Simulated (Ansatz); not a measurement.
**C₂H₇ClFNSeTi: up Jacob's ladder to CCSD(T)**

An exercise on one series of results from a longer session: the logs are not shown, and one member is left open.

Program: Ansatz 0.2.0, Gaussian basis. Level of theory: functionals in def2-TZVPP, the program's frozen cores in correlated methods. These are calculated values, not measurements.

Plan: LDA (SPW92), PBE-D4, revPBE-D4, BLYP-D4, r2SCAN-D4, B97M-V, PBE0-D4, B3LYP-D4, r2SCANh-D4, r2SCAN0-D4, HSE06-D4, BHLYP-D4, CAM-B3LYP-D4, LC-ωPBE, ωB97X-V, ωB97M-V, B2PLYP, PBE-QIDH; CCSD(T)/def2-SVP; CCSD(T)/def2-TZVPP; MP2/def2-QZVPP; extrapolation to the limit; RPA on PBE.

## Structure used throughout

The geometry comes from an earlier relaxation with PBE0-D4 in a triple-zeta def2 set; it is a stationary point, not always the lowest conformer.

14 atoms, charge 0, spin multiplicity 1.

Atoms are counted from 1 here; the program's logs count them from 0.

Bond lengths: C1–N2 1.445 Å, C1–H8 1.097 Å, C1–H9 1.096 Å, C1–H10 1.093 Å, N2–C3 1.443 Å, N2–Ti4 1.832 Å, C3–H11 1.097 Å, C3–H12 1.097 Å, C3–H13 1.090 Å, Ti4–F5 1.753 Å, Ti4–Cl6 2.213 Å, Ti4–Se7 2.443 Å, Se7–H14 1.469 Å. Angles: N2–C1–H8 110.5°, N2–C1–H9 110.8°, N2–C1–H10 110.9°, H8–C1–H9 108.6°, H8–C1–H10 108.0°, H9–C1–H10 108.0°, C1–N2–C3 114.9°, C1–N2–Ti4 118.4°, C3–N2–Ti4 126.7°, N2–C3–H11 110.5°, N2–C3–H12 110.6°, N2–C3–H13 110.6°, H11–C3–H12 108.1°, H11–C3–H13 108.4°, H12–C3–H13 108.5°, N2–Ti4–F5 108.4°, N2–Ti4–Cl6 110.6°, N2–Ti4–Se7 104.2° and more.

Set-up of the first run:

The input, in.yaml:

```yaml
crystal:
  periodic: [false, false, false]
  atoms:
    - {symbol: C, position_ang: [-0.248035, 0.022380, 1.432434]}
    - {symbol: N, position_ang: [0.319584, 0.040278, 0.103517]}
    - {symbol: C, position_ang: [1.527764, -0.732824, -0.050495]}
    - {symbol: Ti, position_ang: [-0.540298, 0.999119, -1.198755]}
    - {symbol: F, position_ang: [0.492212, 1.057812, -2.614573]}
    - {symbol: Cl, position_ang: [-1.090883, 3.008567, -0.451889]}
    - {symbol: Se, position_ang: [-2.551304, -0.304924, -1.671187]}
    - {symbol: H, position_ang: [-0.511064, -1.002319, 1.723543]}
    - {symbol: H, position_ang: [0.463261, 0.422163, 2.164724]}
    - {symbol: H, position_ang: [-1.155877, 0.629045, 1.476490]}
    - {symbol: H, position_ang: [1.339759, -1.789004, 0.178100]}
    - {symbol: H, position_ang: [2.307341, -0.370886, 0.630599]}
    - {symbol: H, position_ang: [1.900490, -0.662285, -1.072724]}
    - {symbol: H, position_ang: [-2.252941, -1.317143, -0.649775]}
basis:
  gaussian: {orbitals: def2-TZVPP}
hamiltonian: {xc: lda}
output: {orbitals: {seedname: orbitals}}
```

Launch:

```
> ansatz run in.yaml --threads 4 --pin off --events-out ev --progress --plain --max-ram 66560MiB --backend cuda --devices 0, --max-vram 37GiB
```

Among the steps run: LDA; PBE-D4 (GGA); revPBE-D4 (GGA); BLYP-D4 (GGA); r2SCAN-D4 (meta-GGA); B97M-V (meta-GGA); B3LYP-D4 (hybrid); r2SCANh-D4 (hybrid); r2SCAN0-D4 (hybrid); HSE06-D4 (hybrid); BHLYP-D4 (hybrid); CAM-B3LYP-D4 (range-separated); LC-ωPBE (range-separated); ωB97X-V (range-separated); ωB97M-V (range-separated); B2PLYP (double hybrid); PBE-QIDH (double hybrid).

One of the session's tables, all rows but one given; the rest of the session is left out.

It belongs to the step «Frontier levels by functional». 

```
  functional  HOMO (eV)  LUMO (eV)  gap (eV)
 LDA (SPW92)      -6.16      -3.62      2.53
      PBE-D4      -5.99      -3.38      2.61
   revPBE-D4      -5.93      -3.30      2.63
     BLYP-D4      -5.83      -3.26      2.56
   r2SCAN-D4      -6.27      -3.33      2.94
      B97M-V      -6.32      -3.33      2.99
     PBE0-D4      -7.11      -2.45      4.66
    B3LYP-D4      -6.87      -2.69      4.19
  r2SCANh-D4      -6.68      -2.96      3.72
  r2SCAN0-D4      -7.30      -2.39      4.90
    HSE06-D4      -6.71      -2.82      3.89
    BHLYP-D4      -8.08      -1.33      6.74
CAM-B3LYP-D4      -8.34      -1.36      6.98
     LC-ωPBE      -9.66      -0.30      9.36
     ωB97X-V          ?          ?         ?
     ωB97M-V      -9.20      -0.30      8.90
```

Q: Estimate the row for ωB97X-V from the others.

The run gave: HOMO (eV): -9.33; LUMO (eV): -0.30; gap (eV): 9.03. In the column «HOMO (eV)» it lies between LC-ωPBE (-9.66) and ωB97M-V (-9.20).
